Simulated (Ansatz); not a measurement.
**CCl3F3Ge: a ladder of functionals and wavefunction methods**

An exercise on one series of results from a longer session: the logs are not shown, and one member is left open.

Method: functionals in def2-TZVPP, the program's frozen cores in correlated methods; program: Ansatz 0.2.0, Gaussian basis.

Levels to be run: LDA (SPW92), PBE-D4, revPBE-D4, BLYP-D4, r2SCAN-D4, B97M-V, PBE0-D4, B3LYP-D4, r2SCANh-D4, r2SCAN0-D4, HSE06-D4, BHLYP-D4, CAM-B3LYP-D4, LC-ωPBE, ωB97X-V, ωB97M-V, B2PLYP, PBE-QIDH; CCSD(T)/def2-SVP; CCSD(T)/def2-TZVPP; MP2/def2-QZVPP; extrapolation to the limit; RPA on PBE.

## The relaxed structure

An earlier PBE0-D4 in a triple-zeta def2 set relaxation fixed the geometry.

SMILES `F[C](F)(F)[Ge]([Cl])([Cl])[Cl]`, 8 atoms, charge 0, spin multiplicity 1.

Atoms are counted from 1 here; the program's logs count them from 0.

Bond lengths: F1–C2 1.333 Å, C2–F3 1.333 Å, C2–F4 1.333 Å, C2–Ge5 2.014 Å, Ge5–Cl6 2.118 Å, Ge5–Cl7 2.118 Å, Ge5–Cl8 2.118 Å. Angles: F1–C2–F3 108.2°, F1–C2–F4 108.2°, F1–C2–Ge5 110.7°, F3–C2–F4 108.2°, F3–C2–Ge5 110.7°, F4–C2–Ge5 110.7°, C2–Ge5–Cl6 108.9°, C2–Ge5–Cl7 108.9°, C2–Ge5–Cl8 108.9°, Cl6–Ge5–Cl7 110.1°, Cl6–Ge5–Cl8 110.1°, Cl7–Ge5–Cl8 110.1°.

The first run:

Input file in.yaml:

```yaml
crystal:
  periodic: [false, false, false]
  atoms:
    - {symbol: F, position_ang: [0.926304, -0.876056, 1.539790]}
    - {symbol: C, position_ang: [0.874446, -0.623256, 0.231968]}
    - {symbol: F, position_ang: [0.816363, -1.787416, -0.414888]}
    - {symbol: F, position_ang: [2.004321, -0.008586, -0.118160]}
    - {symbol: Ge, position_ang: [-0.724738, 0.518526, -0.210741]}
    - {symbol: Cl, position_ang: [-0.571543, 2.349118, 0.842645]}
    - {symbol: Cl, position_ang: [-0.750627, 0.880338, -2.297036]}
    - {symbol: Cl, position_ang: [-2.482228, -0.509768, 0.370624]}
basis:
  gaussian: {orbitals: def2-TZVPP}
hamiltonian: {xc: lda}
output: {orbitals: {seedname: orbitals}}
```

The run is started by

```
$ ansatz run in.yaml --threads 2 --pin off --events-out ev --progress --plain --max-ram 32768MiB --backend cuda --devices 0, --max-vram 18GiB
```

Steps of the session up to this table: LDA; PBE-D4 (GGA); revPBE-D4 (GGA); BLYP-D4 (GGA); r2SCAN-D4 (meta-GGA); B97M-V (meta-GGA); B3LYP-D4 (hybrid); r2SCANh-D4 (hybrid); r2SCAN0-D4 (hybrid); HSE06-D4 (hybrid); BHLYP-D4 (hybrid); CAM-B3LYP-D4 (range-separated); LC-ωPBE (range-separated); ωB97X-V (range-separated); ωB97M-V (range-separated); B2PLYP (double hybrid); PBE-QIDH (double hybrid).

One of the session's tables, all rows but one given; the rest of the session is left out.

It belongs to the step «Orbital energies across the functionals». 

| functional | HOMO (eV) | LUMO (eV) | gap (eV) |
| --- | --- | --- | --- |
| LDA (SPW92) | -8.32 | -3.05 | 5.28 |
| PBE-D4 | -8.13 | -2.73 | 5.40 |
| revPBE-D4 | -8.05 | -2.61 | 5.44 |
| BLYP-D4 | -8.02 | -2.69 | 5.33 |
| r2SCAN-D4 | -8.51 | -2.52 | 5.99 |
| B97M-V | -8.60 | -2.40 | 6.20 |
| PBE0-D4 | -9.59 | -1.78 | 7.81 |
| B3LYP-D4 | -9.35 | -2.11 | 7.25 |
| r2SCANh-D4 | -9.04 | -2.18 | 6.86 |
| r2SCAN0-D4 | ? | ? | ? |
| HSE06-D4 | -9.19 | -2.15 | 7.04 |
| BHLYP-D4 | -10.97 | -0.75 | 10.22 |
| CAM-B3LYP-D4 | -10.98 | -0.75 | 10.23 |
| LC-ωPBE | -12.28 | 0.53 | 12.81 |
| ωB97X-V | -11.94 | 0.45 | 12.39 |
| ωB97M-V | -11.77 | 0.31 | 12.08 |

Q: Estimate the row for r2SCAN0-D4 from the others.

Worked estimate for «HOMO (eV)». Against the share of exact exchange, r2SCAN-D4 (0, -8.51), r2SCANh-D4 (0.1, -9.04) give a slope of -5.30 per unit share; at 0.25 the line stands at -9.83.

The run gave: HOMO (eV): -9.84; LUMO (eV): -1.65; gap (eV): 8.19. In «HOMO (eV)» the line misses by +0.01.
